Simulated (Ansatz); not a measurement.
# YAl2Pd5: further runs on the relaxed cell

An exercise on one series of results from a longer session: the logs are not shown, and one member is left open.

Program: Ansatz 0.2.0. Level of theory: DFT PBEsol, scalar-relativistic, plane waves, PAW. These are calculated values, not measurements.

1 further run of the same task is left out (set aside as unsound or not needed).

## Starting point

Symmetry: I4/mmm, No. 139, tetragonal system. Conventional cell: a = 4.086 Å, b = 4.086 Å, c = 14.759 Å, α = 90.00°, β = 90.00°, γ = 90.00°. Y (site symmetry 4/mmm) is surrounded by 12 Pd at 2.89 to 2.95 Å. Al (site symmetry 4mm) is surrounded by 8 Pd at 2.55 to 2.60 Å and 4 Al at 2.89 Å. Pd (site symmetry 4/mmm) has 4 Y at 2.89 Å and 8 Pd at 2.95 Å as nearest neighbours. Pd (site symmetry 2mm) has 4 Al at 2.55 to 2.60 Å and 6 Pd at 2.89 to 2.95 Å and 2 Y at 2.95 Å as nearest neighbours.

As a file:

```
CELL_PARAMETERS angstrom
-2.04312 2.04312 7.37972
2.04312 -2.04312 7.37972
2.04312 2.04312 -7.37972
ATOMIC_POSITIONS crystal
Y 0.00000 0.00000 0.00000
Al 0.74692 0.74692 0.00000
Al 0.25308 0.25308 0.00000
Pd 0.50000 0.50000 0.00000
Pd 0.85627 0.35627 0.50000
Pd 0.35627 0.85627 0.50000
Pd 0.14373 0.64373 0.50000
Pd 0.64373 0.14373 0.50000
```

It goes back to an entry of the Materials Project.

It is the result of an earlier relaxation at this level (volume 15.40 Å³/atom; gap on the mesh: none (metal)).

Set-up of the first run:

Contents of input.yaml:

```yaml
crystal:
  lattice:
    - [-2.0224801557, 2.0224801557, 7.3051752398]
    - [2.0224801557, -2.0224801557, 7.3051752398]
    - [2.0224801557, 2.0224801557, -7.3051752398]
  atoms:
    - { symbol: "Y", position: [0.0, 0.0, 0.0] }
    - { symbol: Al, position: [0.7469170767, 0.7469170767, 0.0] }
    - { symbol: Al, position: [0.2530829233, 0.2530829233, 0.0] }
    - { symbol: Pd, position: [0.5, 0.5, 0.0] }
    - { symbol: Pd, position: [0.8562692796, 0.3562692796, 0.5] }
    - { symbol: Pd, position: [0.3562692796, 0.8562692796, 0.5] }
    - { symbol: Pd, position: [0.1437307204, 0.6437307204, 0.5] }
    - { symbol: Pd, position: [0.6437307204, 0.1437307204, 0.5] }
basis:
  ecutwfc: 420
kpoints:
  mp_grid: { grid: [12, 12, 12] }
hamiltonian:
  xc: pbesol
scf:
  occupations: { method: gaussian, width: 0.1 }
output:
  forces: true
  stress: true
  eigenvalues: true
relax:
  adjacent_minimum: "off"
  f_tol: 0.01
  max_steps: 30
  cell: { stress_tol: 0.1, fix: [volume] }
```

Run with:

```console
ansatz run input.yaml --threads 2 --pin off --max-ram 5120MiB --backend cpu --events-out ev --progress --plain --runs-dir out
```

Steps of the session up to this table: The cell scaled to 0.97 of its volume; Point at V/V0 = 1.03; Point at V/V0 = 0.94; Point at V/V0 = 1.06; The cell scaled to 0.91 of its volume.

One of the session's tables, all rows but one given; the rest of the session is left out.

It belongs to the step «Fit of the equation of state». 

| volume (Å³/atom) | energy above the lowest point (meV/atom) | pressure (GPa) |
| --- | --- | --- |
| 14.016 | 72.1 | 18.30 |
| 14.479 | 30.0 | 11.09 |
| 14.941 | 7.0 | 5.05 |
| 15.403 | 0.0 | 0.00 |
| 15.865 | ? | ? |
| 16.327 | 23.7 | -7.73 |

Q: Estimate the row for volume (Å³/atom) = 15.865 from the others.

Worked estimate for «energy above the lowest point (meV/atom)». A straight line through the neighbours (15.403, 0.0) and (16.327, 23.7) gives 0.0 + (23.7 − 0.0) × (15.865 − 15.403) / (16.327 − 15.403) = 11.8; a parabola fitted to 3 rows on both sides gives 5.6.

As computed: energy above the lowest point (meV/atom): 6.3; pressure (GPa): -4.22. In «energy above the lowest point (meV/atom)» the line misses by +5.5 and the parabola by -0.7.
